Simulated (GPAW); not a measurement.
In3Se:

```xyz
4
Lattice="4.8038 0.0000 0.0000 0.0000 4.8038 0.0000 0.0000 0.0000 4.8038" Properties=species:S:1:pos:R:3 pbc="T T T"
In    2.4019    2.4019    0.0000
In    2.4019    0.0000    2.4019
In    0.0000    2.4019    2.4019
Se    0.0000    0.0000    0.0000
```

The cell comes from a database or a generator and needn't be the stable form of this composition.

Base run:

```yaml
Program: GPAW 26.7.0
Functional: PBE
Potentials_or_basis: GPAW PAW data sets (gpaw-data 1.2.1)
Cutoff: 450 eV
Basis: pw
k_mesh: 5 × 5 × 5
Occupations: fermi-dirac, width 0.05 eV
Spin: no spin polarisation
```

Its results: band gap on the k mesh none (metal or under the smearing width); pressure -1.6 GPa.

Question: The run is repeated on the same cell with these changes: functional from PBE to LDA; potentials or basis from GPAW PAW data sets (gpaw-data 1.2.1) to the program's PAW data sets (release 1.2.1) made for this functional. What comes out?

Answer: Band gap on the k mesh none (metal or under the smearing width); pressure -5.7 GPa.

Caveats: the cutoff is short for stress and forces, so pressures can be off by a GPa or more.

Not every run made on this cell is shown here.
